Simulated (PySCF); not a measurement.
# C4H14GaN: electronic excitations at several levels of theory

Aim: compute the electronic excitations of C4H14GaN (`CCC[N@H+](C)[GaH3-]`) at several levels, and see how far they spread and what each costs.

Computed with PySCF 2.14.0, with density-fitted response routines of our own, on a single molecule in the gas phase. Atoms are numbered from 0 throughout.

## Step 1: The molecule as given

20 atoms, charge 0, multiplicity 1; geometry from: UFF.

Bonds of the start (Å): C0–C1 1.53, C1–C2 1.54, C2–N3 1.48, N3–C4 1.47, N3–Ga5 1.94, C0–H6 1.11, C0–H7 1.11, C0–H8 1.11, C1–H9 1.11, C1–H10 1.11, C2–H11 1.11, C2–H12 1.11, N3–H13 1.05, C4–H14 1.11, C4–H15 1.11, C4–H16 1.11, Ga5–H17 1.61, Ga5–H18 1.61, Ga5–H19 1.61.

## Step 2: Geometry optimisation at PBE0-D3(BJ)/def2-SVP

Job settings and geometry (Å):

```
{"job": {"xc": "PBE0", "basis": "def2-SVP", "d3": "d3bj", "grid": 1, "kind": "geom"}, "charge": 0, "multiplicity": 1}
C      2.676049     0.376043    -0.810170
C      1.519269     0.242253     0.176196
C      0.262234    -0.316874    -0.514145
N     -0.853126    -0.505523     0.436942
C     -1.901352    -1.336465    -0.170760
Ga    -1.635200     1.180079     0.990815
H      2.939283    -0.616333    -1.234317
H      2.400789     1.066836    -1.635461
H      3.565787     0.784999    -0.286585
H      1.308732     1.243220     0.607757
H      1.827705    -0.437205     1.000047
H     -0.046629     0.364463    -1.339072
H      0.538263    -1.293733    -0.973787
H     -0.504362    -1.007751     1.286781
H     -2.735941    -1.493923     0.547208
H     -2.304503    -0.858074    -1.091082
H     -1.501053    -2.340424    -0.433609
H     -3.134046     0.936724     1.527586
H     -0.749331     1.817058     2.174660
H     -1.672569     2.194629    -0.259005
```

Launch:

```sh
$ OMP_NUM_THREADS=1 python probes_run.py task.json out
```

This one command runs all jobs of the session in turn.

Log:

```text
step   0  E = -2139.52966569  max force = 0.055224
step   1  E = -2139.54293198  max force = 0.022536
step   2  E = -2139.54593305  max force = 0.005408
step   3  E = -2139.54622941  max force = 0.003277
step   4  E = -2139.54633378  max force = 0.000839
step   5  E = -2139.54635601  max force = 0.000314
step   6  E = -2139.54637464  max force = 0.000688
step   7  E = -2139.54639132  max force = 0.000736
step   8  E = -2139.54640263  max force = 0.000368
optimisation converged
```

Wall time 2.6 min (1 thread, shared host).

The steps of the relaxation:

```tsv
step	energy from step 0 (eV)	largest force component (eV/Å)
0	0.0000	2.8397
1	-0.3610	1.1588
2	-0.4427	0.2781
3	-0.4507	0.1685
4	-0.4536	0.0431
5	-0.4542	0.0161
6	-0.4547	0.0354
7	-0.4551	0.0378
8	-0.4554	0.0189
```

Distances of close pairs at the start and the end, largest changes first:

```tsv
bond	before (Å)	after (Å)	change (Å)
N3–Ga5	1.939	2.150	+0.211
Ga5–H17	1.611	1.585	-0.026
Ga5–H18	1.610	1.584	-0.026
N3–H13	1.047	1.021	-0.025
Ga5–H19	1.610	1.586	-0.024
C1–C2	1.539	1.516	-0.023
C4–H14	1.112	1.097	-0.015
C4–H15	1.113	1.099	-0.013
```

The end geometry stands in the next job.

```tsv
at the end point	value
point group (found at 0.08 Å tolerance)	C1
rotational constants (GHz, main isotopes)	3.043, 1.172, 0.900
dipole moment (D)	5.00
```

## Step 3: TDDFT and polarisability: CAM-B3LYP/def2-SVPD

Job settings and geometry (Å):

```
{"job": {"kind": "uv", "xc": "CAM-B3LYP", "basis": "def2-SVPD", "ip": true}, "charge": 0, "multiplicity": 1}
C      2.662602     0.393902    -0.801224
C      1.488983     0.259138     0.154775
C      0.283697    -0.378449    -0.508871
N     -0.859116    -0.528248     0.401405
C     -1.931860    -1.329389    -0.186827
Ga    -1.644324     1.353247     1.084775
H      2.984016    -0.584813    -1.192246
H      2.402842     1.028111    -1.663353
H      3.528352     0.852978    -0.302625
H      1.204506     1.246501     0.551220
H      1.784886    -0.347814     1.029504
H     -0.054411     0.240640    -1.356069
H      0.560009    -1.368972    -0.920015
H     -0.533981    -0.986601     1.254430
H     -2.736477    -1.467347     0.546089
H     -2.349165    -0.791040    -1.049841
H     -1.565602    -2.313045    -0.528357
H     -3.067630     0.852577     1.569384
H     -0.595674     1.732539     2.210274
H     -1.561650     2.136085    -0.292430
```

With the program's defaults for keys left out, this is: TDDFT CAM-B3LYP/def2-SVPD, vertical, gas phase, core orbitals frozen in the response.

Log:

```text
coarse grid: 67864 points
cycle   1  E = -2140.0137591789  dE = -2.048e-01  |g| = 4.935e-01  |ddm| = 6.611e+00
cycle   2  E = -2140.0272118188  dE = -1.345e-02  |g| = 4.881e-01  |ddm| = 1.083e+00
cycle   3  E = -2140.0531158243  dE = -2.590e-02  |g| = 4.494e-02  |ddm| = 6.611e-01
cycle   4  E = -2140.0533879018  dE = -2.721e-04  |g| = 1.546e-02  |ddm| = 1.304e-01
cycle   5  E = -2140.0534435454  dE = -5.564e-05  |g| = 3.601e-03  |ddm| = 3.903e-02
cycle   6  E = -2140.0534467725  dE = -3.227e-06  |g| = 8.082e-04  |ddm| = 7.512e-03
final grid: 144328 points
cycle   7  E = -2140.0534146471  dE = -2.382e-07  |g| = 6.523e-04  |ddm| = 1.263e-02
cycle   8  E = -2140.0534146697  dE = -2.255e-08  |g| = 6.032e-04  |ddm| = 2.274e-03
cycle   9  E = -2140.0534147504  dE = -8.076e-08  |g| = 6.723e-05  |ddm| = 8.440e-04
cycle  10  E = -2140.0534147513  dE = -8.645e-10  |g| = 1.654e-05  |ddm| = 1.424e-04
converged SCF energy = -2140.0534147513

Static polarisability (au): isotropic 93.604, principal 83.523 92.636 104.653

Singlet excitations
state   eV       nm        f      main configurations
  1   6.6972    185.1   0.01090   H->L 0.50, H->L+1 0.30, H->L+4 0.13
  2   6.8859    180.1   0.02175   H-1->L 0.46, H-1->L+1 0.28, H-1->L+4 0.18
  3   7.2130    171.9   0.08656   H->L+1 0.39, H->L 0.32, H->L+2 0.21
  4   7.3153    169.5   0.11021   H-1->L+1 0.40, H-1->L 0.37, H-1->L+2 0.17
  5   7.5984    163.2   0.00593   H-2->L 0.77, H-2->L+1 0.13
  6   7.8138    158.7   0.01007   H-1->L+7 0.13, H->L+5 0.13, H->L+4 0.11
  7   7.9959    155.1   0.00886   H-1->L+4 0.35, H-1->L+3 0.20, H-1->L+1 0.13
  8   8.0926    153.2   0.04552   H->L+4 0.63
  9   8.2551    150.2   0.05228   H->L+2 0.45, H->L+1 0.11
 10   8.2667    150.0   0.02715   H->L+3 0.70, H-1->L+3 0.09

Triplet excitations (Tamm-Dancoff, eV): 6.3386 6.4326 6.9375 7.0299
Vertical ionisation energy (delta-SCF) = 9.6805 eV
```

Wall time 8.2 min (1 thread, shared host).

Frontier orbitals and where they lie:

```tsv
orbital	eV	atoms
HOMO−3	-11.23	C1 27 %, C0 18 %, H10 12 %
HOMO−2	-9.87	N3 40 %, Ga5 16 %, C2 8 %
HOMO−1	-8.82	Ga5 40 %, H19 34 %, H17 11 %
HOMO	-8.73	Ga5 39 %, H18 27 %, H17 25 %
LUMO	0.81	Ga5 24 %, C4 12 %, H13 12 %
LUMO+1	1.26	Ga5 38 %, C0 10 %, H13 6 %
LUMO+2	1.51	Ga5 29 %, C0 18 %, H6 8 %
```

With each of the 10 states as a Gaussian band of 0.4 eV half-width at 1/e, the curve within the window shown has maxima at 171 nm (ε 8,500), 152 nm (ε 5,400) L/(mol cm). Beyond the last state computed it falls off for lack of states. The curve at chosen wavelengths:

nm, ε (L/mol/cm) and a bar:
```
      145       2292 ########
      147       3526 ############
      150       5034 ##################
      152       5405 ###################
      154       5232 ##################
      157       4519 ################
      159       4259 ###############
      161       4473 ################
      164       5712 ####################
      166       6843 ########################
      168       7839 ############################
      171       8483 ##############################
      173       8195 #############################
      175       7424 ##########################
      177       6357 ######################
      180       4631 ################
      182       3595 #############
      184       2726 #########
      187       1744 ######
      189       1271 ####
      191        912 ###
      194        535 ##
      196        365 #
      198        242 #
      201        125 
      203         77
```

Ground-state properties from the same run:

```tsv
property	computed
dipole moment (D)	4.86
polarisability (Å³)	13.87
HOMO–LUMO gap (eV)	9.54
−ε(HOMO) (eV)	8.73
```

## Step 4: Ultraviolet spectrum: wB97X-D/def2-SVPD

The job, as its differences from that of step 3:

```diff
@@ -1,2 +1,2 @@
-{"job": {"kind": "uv", "xc": "CAM-B3LYP", "basis": "def2-SVPD", "ip": true}, "charge": 0, "multiplicity": 1}
+{"job": {"kind": "uv", "xc": "wB97X-D", "basis": "def2-SVPD", "ip": true}, "charge": 0, "multiplicity": 1}
 C      2.662602     0.393902    -0.801224
```

Level: TDDFT wB97X-D/def2-SVPD, vertical, gas phase, core orbitals frozen in the response.

Log:

```text
coarse grid: 67864 points
cycle   1  E = -2140.0240409458  dE = -1.746e-01  |g| = 4.488e-01  |ddm| = 6.248e+00
cycle   2  E = -2140.0415314724  dE = -1.749e-02  |g| = 4.141e-01  |ddm| = 1.030e+00
cycle   3  E = -2140.0596085667  dE = -1.808e-02  |g| = 4.678e-02  |ddm| = 5.824e-01
cycle   4  E = -2140.0599326500  dE = -3.241e-04  |g| = 1.410e-02  |ddm| = 1.175e-01
cycle   5  E = -2140.0599835250  dE = -5.087e-05  |g| = 3.300e-03  |ddm| = 3.635e-02
cycle   6  E = -2140.0599866173  dE = -3.092e-06  |g| = 8.174e-04  |ddm| = 8.945e-03
final grid: 144328 points
cycle   7  E = -2140.0599000538  dE = -2.167e-06  |g| = 6.550e-04  |ddm| = 1.992e-02
cycle   8  E = -2140.0599001291  dE = -7.528e-08  |g| = 4.638e-04  |ddm| = 3.252e-03
cycle   9  E = -2140.0599001805  dE = -5.139e-08  |g| = 7.187e-05  |ddm| = 8.173e-04
cycle  10  E = -2140.0599001822  dE = -1.735e-09  |g| = 3.871e-05  |ddm| = 3.350e-04
cycle  11  E = -2140.0599001826  dE = -3.452e-10  |g| = 8.901e-06  |ddm| = 7.675e-05
converged SCF energy = -2140.0599001826

Static polarisability (au): isotropic 93.898, principal 83.912 92.862 104.921

Singlet excitations
state   eV       nm        f      main configurations
  1   6.7829    182.8   0.00906   H->L+1 0.48, H->L 0.34, H->L+4 0.09
  2   6.9515    178.4   0.01868   H-1->L+1 0.50, H-1->L 0.28, H-1->L+4 0.15
  3   7.2915    170.0   0.11311   H->L 0.48, H->L+1 0.38
  4   7.3996    167.6   0.15756   H-1->L 0.54, H-1->L+1 0.34
  5   7.8193    158.6   0.01201   H-2->L 0.66, H-2->L+1 0.21
  6   7.8990    157.0   0.01137   H->L+5 0.23, H-1->L+6 0.15, H->L+7 0.11
  7   8.2201    150.8   0.01834   H-1->L+4 0.35, H-1->L+2 0.14, H-1->L+5 0.10
  8   8.3512    148.5   0.07816   H->L+4 0.59
  9   8.5108    145.7   0.09164   H->L+6 0.27, H->L+3 0.18, H->L+2 0.14
 10   8.5508    145.0   0.22698   H->L+5 0.20, H-1->L+5 0.19, H-1->L+6 0.17

Triplet excitations (Tamm-Dancoff, eV): 6.5125 6.6156 7.1295 7.2307
Vertical ionisation energy (delta-SCF) = 10.4568 eV
```

It took 10 min on 1 thread, shared host.

Key values: HOMO -9.23 eV, LUMO 1.73 eV; lowest singlet 6.78 eV.

## Step 5: TDDFT and polarisability: LC-wPBE/def2-SVPD

The job, as its differences from that of step 4:

```diff
@@ -1,2 +1,2 @@
-{"job": {"kind": "uv", "xc": "wB97X-D", "basis": "def2-SVPD", "ip": true}, "charge": 0, "multiplicity": 1}
+{"job": {"kind": "uv", "xc": "LC-wPBE", "basis": "def2-SVPD", "ip": true}, "charge": 0, "multiplicity": 1}
 C      2.662602     0.393902    -0.801224
```

Level: TDDFT LC-wPBE/def2-SVPD, vertical, gas phase, core orbitals frozen in the response.

Log:

```text
coarse grid: 67864 points
cycle   1  E = -2139.6509276403  dE = -6.584e-02  |g| = 5.172e-01  |ddm| = 5.954e+00
cycle   2  E = -2139.6761235592  dE = -2.520e-02  |g| = 4.697e-01  |ddm| = 1.098e+00
cycle   3  E = -2139.6984334014  dE = -2.231e-02  |g| = 5.527e-02  |ddm| = 6.258e-01
cycle   4  E = -2139.6990120660  dE = -5.787e-04  |g| = 1.631e-02  |ddm| = 1.440e-01
cycle   5  E = -2139.6990822233  dE = -7.016e-05  |g| = 3.569e-03  |ddm| = 4.046e-02
cycle   6  E = -2139.6990854297  dE = -3.206e-06  |g| = 1.232e-03  |ddm| = 1.007e-02
final grid: 144328 points
cycle   7  E = -2139.6990961332  dE = -3.389e-07  |g| = 1.234e-03  |ddm| = 1.016e-02
cycle   8  E = -2139.6990962016  dE = -6.835e-08  |g| = 1.214e-03  |ddm| = 3.097e-03
cycle   9  E = -2139.6990964815  dE = -2.800e-07  |g| = 7.030e-05  |ddm| = 1.430e-03
cycle  10  E = -2139.6990964919  dE = -1.035e-08  |g| = 3.041e-05  |ddm| = 2.042e-04
cycle  11  E = -2139.6990964923  dE = -4.120e-10  |g| = 1.089e-05  |ddm| = 1.360e-04
converged SCF energy = -2139.6990964923

Static polarisability (au): isotropic 91.220, principal 81.497 90.388 101.774

Singlet excitations
state   eV       nm        f      main configurations
  1   7.1794    172.7   0.00707   H->L+1 0.58, H->L+4 0.17
  2   7.3340    169.1   0.01207   H-1->L+1 0.58, H-1->L+4 0.22
  3   7.7990    159.0   0.13648   H->L 0.71, H->L+1 0.12
  4   7.9293    156.4   0.20466   H-1->L 0.74, H-1->L+1 0.10
  5   8.2548    150.2   0.01709   H-2->L+1 0.42, H-2->L 0.38
  6   8.2957    149.5   0.02125   H->L+5 0.22, H-1->L+6 0.19, H->L+7 0.15
  7   8.8927    139.4   0.09165   H->L+6 0.13, H-1->L+5 0.12, H-1->L+4 0.12
  8   9.0027    137.7   0.24391   H->L+4 0.21, H-1->L+7 0.15, H->L+7 0.13
  9   9.0704    136.7   0.20195   H->L+6 0.26, H-1->L+6 0.21, H->L+5 0.18
 10   9.1530    135.5   0.11768   H->L+4 0.12, H->L+6 0.11, H-2->L 0.09

Triplet excitations (Tamm-Dancoff, eV): 6.6306 6.6981 7.2991 7.3687
Vertical ionisation energy (delta-SCF) = 9.8286 eV
```

Wall time 11 min (1 thread, shared host).

This run: HOMO -10.10 eV, LUMO 1.79 eV; lowest singlet 7.18 eV.

## Step 6: Excited states and response: PBE0/6-31G*

The job, as its differences from that of step 5:

```diff
@@ -1,2 +1,2 @@
-{"job": {"kind": "uv", "xc": "LC-wPBE", "basis": "def2-SVPD", "ip": true}, "charge": 0, "multiplicity": 1}
+{"job": {"kind": "uv", "xc": "PBE0", "basis": "6-31G*"}, "charge": 0, "multiplicity": 1}
 C      2.662602     0.393902    -0.801224
```

Method: TDDFT PBE0/6-31G*, vertical, gas phase, core orbitals frozen in the response.

Log:

```text
coarse grid: 67864 points
cycle   1  E = -2139.6004259949  dE = -2.985e-01  |g| = 5.073e-01  |ddm| = 3.650e+00
cycle   2  E = -2139.6007486247  dE = -3.226e-04  |g| = 5.632e-01  |ddm| = 6.937e-01
cycle   3  E = -2139.6447946775  dE = -4.405e-02  |g| = 4.046e-02  |ddm| = 3.372e-01
cycle   4  E = -2139.6450364253  dE = -2.417e-04  |g| = 1.646e-02  |ddm| = 5.324e-02
cycle   5  E = -2139.6450878861  dE = -5.146e-05  |g| = 3.974e-03  |ddm| = 1.729e-02
cycle   6  E = -2139.6450917791  dE = -3.893e-06  |g| = 9.628e-04  |ddm| = 4.556e-03
final grid: 144328 points
cycle   7  E = -2139.6451091200  dE = -8.523e-08  |g| = 1.123e-03  |ddm| = 2.573e-03
cycle   8  E = -2139.6451088724  dE =  2.476e-07  |g| = 1.566e-03  |ddm| = 2.075e-03
cycle   9  E = -2139.6451093935  dE = -5.210e-07  |g| = 1.110e-04  |ddm| = 1.218e-03
cycle  10  E = -2139.6451093965  dE = -3.045e-09  |g| = 1.507e-05  |ddm| = 1.290e-04
cycle  11  E = -2139.6451093965  dE = -4.911e-11  |g| = 3.764e-06  |ddm| = 1.692e-05
converged SCF energy = -2139.6451093965

Static polarisability (au): isotropic 78.765, principal 69.917 78.000 88.379

Singlet excitations
state   eV       nm        f      main configurations
  1   6.6811    185.6   0.00235   H->L 0.99
  2   6.8022    182.3   0.00453   H-1->L 0.98
  3   7.8713    157.5   0.11575   H-2->L 0.93
  4   8.1243    152.6   0.01959   H->L+1 0.91
  5   8.2899    149.6   0.05243   H-1->L+1 0.89
  6   8.4618    146.5   0.04376   H->L+2 0.61, H-1->L+3 0.24
  7   8.5010    145.8   0.02265   H-1->L+2 0.59, H->L+3 0.16, H-1->L+3 0.10
  8   8.7676    141.4   0.04784   H-1->L+3 0.56, H->L+2 0.20, H->L+3 0.12
  9   8.8312    140.4   0.01062   H->L+3 0.62, H-1->L+2 0.16, H->L+2 0.12
 10   9.1760    135.1   0.13939   H-2->L+1 0.78

Triplet excitations (Tamm-Dancoff, eV): 6.3217 6.3838 7.2718 7.7918
```

Wall time 32 s (1 thread, shared host).

This run: HOMO -7.30 eV, LUMO 0.70 eV; lowest singlet 6.68 eV.

## Step 7: Ultraviolet spectrum: PBE0/def2-SVP

The job, as its differences from that of step 6:

```diff
@@ -1,2 +1,2 @@
-{"job": {"kind": "uv", "xc": "PBE0", "basis": "6-31G*"}, "charge": 0, "multiplicity": 1}
+{"job": {"kind": "uv", "xc": "PBE0", "basis": "def2-SVP"}, "charge": 0, "multiplicity": 1}
 C      2.662602     0.393902    -0.801224
```

Method: TDDFT PBE0/def2-SVP, vertical, gas phase, core orbitals frozen in the response.

Log:

```text
coarse grid: 67864 points
cycle   1  E = -2139.4900134691  dE = -3.365e-01  |g| = 4.791e-01  |ddm| = 4.084e+00
cycle   2  E = -2139.4920166780  dE = -2.003e-03  |g| = 5.185e-01  |ddm| = 7.097e-01
cycle   3  E = -2139.5312818218  dE = -3.927e-02  |g| = 4.123e-02  |ddm| = 3.433e-01
cycle   4  E = -2139.5315760884  dE = -2.943e-04  |g| = 1.461e-02  |ddm| = 5.644e-02
cycle   5  E = -2139.5316193802  dE = -4.329e-05  |g| = 4.943e-03  |ddm| = 1.892e-02
cycle   6  E = -2139.5316250903  dE = -5.710e-06  |g| = 1.368e-03  |ddm| = 5.707e-03
final grid: 144328 points
cycle   7  E = -2139.5316192670  dE =  1.086e-07  |g| = 1.834e-03  |ddm| = 4.066e-03
cycle   8  E = -2139.5316185014  dE =  7.656e-07  |g| = 2.672e-03  |ddm| = 3.504e-03
cycle   9  E = -2139.5316199543  dE = -1.453e-06  |g| = 1.180e-04  |ddm| = 2.106e-03
cycle  10  E = -2139.5316199579  dE = -3.643e-09  |g| = 2.070e-05  |ddm| = 1.589e-04
cycle  11  E = -2139.5316199580  dE = -6.185e-11  |g| = 5.661e-06  |ddm| = 1.806e-05
converged SCF energy = -2139.5316199580

Static polarisability (au): isotropic 82.253, principal 72.937 81.186 92.638

Singlet excitations
state   eV       nm        f      main configurations
  1   6.7337    184.1   0.00431   H->L 0.96
  2   6.8524    180.9   0.00759   H-1->L 0.95
  3   7.8557    157.8   0.00803   H->L+1 0.59, H->L+2 0.17, H-2->L 0.15
  4   7.9356    156.2   0.03745   H-2->L 0.61, H->L+1 0.18, H-1->L+1 0.12
  5   7.9759    155.4   0.02442   H-1->L+1 0.54, H-1->L+2 0.24, H-2->L 0.16
  6   8.0989    153.1   0.00539   H->L+2 0.40, H-1->L+2 0.25, H-1->L+1 0.12
  7   8.2523    150.2   0.02288   H-1->L+2 0.36, H-1->L+3 0.20, H->L+3 0.13
  8   8.4130    147.4   0.01703   H->L+3 0.30, H-1->L+3 0.26, H->L+2 0.23
  9   8.4679    146.4   0.02892   H->L+3 0.48, H-1->L+3 0.44
 10   8.8559    140.0   0.01301   H->L+5 0.78

Triplet excitations (Tamm-Dancoff, eV): 6.3431 6.4047 7.3608 7.5791
```

It took 48 s on 1 thread, shared host.

In short: HOMO -7.29 eV, LUMO 0.74 eV; lowest singlet 6.73 eV.

## Step 8: Ultraviolet spectrum: PBE0/def2-TZVP

The job, as its differences from that of step 7:

```diff
@@ -1,2 +1,2 @@
-{"job": {"kind": "uv", "xc": "PBE0", "basis": "def2-SVP"}, "charge": 0, "multiplicity": 1}
+{"job": {"kind": "uv", "xc": "PBE0", "basis": "def2-TZVP"}, "charge": 0, "multiplicity": 1}
 C      2.662602     0.393902    -0.801224
```

Level: TDDFT PBE0/def2-TZVP, vertical, gas phase, core orbitals frozen in the response.

Log:

```text
coarse grid: 67864 points
cycle   1  E = -2139.9447997706  dE = -2.941e-01  |g| = 7.298e-01  |ddm| = 2.962e+00
cycle   2  E = -2139.9292853724  dE =  1.551e-02  |g| = 8.913e-01  |ddm| = 8.524e-01
cycle   3  E = -2140.0063272686  dE = -7.704e-02  |g| = 4.658e-02  |ddm| = 4.406e-01
cycle   4  E = -2140.0066574828  dE = -3.302e-04  |g| = 2.113e-02  |ddm| = 6.092e-02
cycle   5  E = -2140.0067452870  dE = -8.780e-05  |g| = 4.922e-03  |ddm| = 1.846e-02
cycle   6  E = -2140.0067513900  dE = -6.103e-06  |g| = 1.147e-03  |ddm| = 4.446e-03
final grid: 144328 points
cycle   7  E = -2140.0067021183  dE = -3.218e-07  |g| = 1.279e-03  |ddm| = 1.006e-02
cycle   8  E = -2140.0067018915  dE =  2.267e-07  |g| = 1.680e-03  |ddm| = 1.955e-03
cycle   9  E = -2140.0067024776  dE = -5.860e-07  |g| = 1.777e-04  |ddm| = 1.028e-03
cycle  10  E = -2140.0067024842  dE = -6.644e-09  |g| = 2.654e-05  |ddm| = 1.524e-04
cycle  11  E = -2140.0067024843  dE = -1.446e-10  |g| = 9.892e-06  |ddm| = 3.077e-05
converged SCF energy = -2140.0067024843

Static polarisability (au): isotropic 91.453, principal 80.623 90.750 102.985

Singlet excitations
state   eV       nm        f      main configurations
  1   6.5203    190.2   0.00464   H->L 0.94
  2   6.6423    186.7   0.01021   H-1->L 0.94
  3   7.4550    166.3   0.01340   H->L+1 0.58, H->L+2 0.15, H-2->L 0.14
  4   7.5260    164.7   0.01806   H-2->L 0.58, H->L+1 0.16, H-1->L+1 0.15
  5   7.5827    163.5   0.02672   H-1->L+1 0.60, H-2->L 0.22, H-1->L+2 0.08
  6   7.7020    161.0   0.00310   H-1->L+2 0.42, H->L+2 0.37, H->L+1 0.08
  7   7.8113    158.7   0.01811   H-1->L+3 0.29, H-1->L+2 0.23, H->L+3 0.17
  8   7.9337    156.3   0.00595   H-1->L+3 0.26, H->L+3 0.22, H->L+2 0.21
  9   8.0030    154.9   0.03268   H->L+3 0.53, H-1->L+3 0.39
 10   8.3935    147.7   0.03067   H->L+5 0.45, H->L+4 0.35

Triplet excitations (Tamm-Dancoff, eV): 6.1913 6.2554 7.0827 7.2240
```

Run time: 2.6 min. Hardware: 1 thread, shared host.

Key values: HOMO -7.36 eV, LUMO 0.36 eV; lowest singlet 6.52 eV.

## Step 9: Side by side: electronic excitations

Excitations and ground-state properties, with basis size and wall time:

```tsv
run	lowest singlet (eV)	brightest (eV)	f	gap (eV)	α (Å³)	μ (D)	functions	time
CAM-B3LYP/def2-SVPD	6.70	7.32	0.110	9.54	13.87	4.86	250	8.2 min
wB97X-D/def2-SVPD	6.78	8.55	0.227	10.96	13.91	4.89	250	10 min
LC-wPBE/def2-SVPD	7.18	9.00	0.244	11.89	13.52	4.90	250	11 min
PBE0/6-31G*	6.68	9.18	0.139	8.00	11.67	5.04	130	32 s
PBE0/def2-SVP	6.73	7.94	0.037	8.03	12.19	5.00	172	48 s
PBE0/def2-TZVP	6.52	8.00	0.033	7.72	13.55	4.84	287	2.6 min
```

## Step 10: Summary of results

| quantity | value |
| --- | --- |
| point group | C1 |
| rotational constants (main isotopes) | 3.04, 1.17, 0.90 GHz |
| lowest singlet (CAM-B3LYP/def2-SVPD) | 6.70 eV (185 nm), f = 0.011 |
| brightest single state of those computed | state 4, 7.32 eV, f = 0.110 |
| lowest triplet | 6.34 eV |
| vertical ionisation energy (ΔSCF) | 9.68 eV |
| range of the lowest singlet | 6.52 to 7.18 eV |

In words: Single values in the summary come from the first run of each kind that ended normally (CAM-B3LYP/def2-SVPD), which need not be the best level. Relaxing lowered the energy by 0.455 eV in 8 steps; the close pair that moved most is N3–Ga5, from 1.939 to 2.150 Å. The first singlet state (HOMO→LUMO 0.50, HOMO→LUMO+1 0.30) lies at 6.70 eV and is weak; of the 10 states computed, the strongest absorption comes from state 4 at 7.32 eV. The lowest triplet lies 0.36 eV below the lowest singlet (triplets in Tamm-Dancoff, singlets in full TDDFT). The orbital energy would give 8.73 eV for ionisation, ΔSCF gives 9.68 eV. The lowest singlet runs from 6.52 eV (PBE0/def2-TZVP) to 7.18 eV (LC-wPBE/def2-SVPD), while the orbital gap spans 7.72 to 11.89 eV. The lowest state need not be the same one in every run. The runs solved for a few states only, so the brightest column depends on that window.
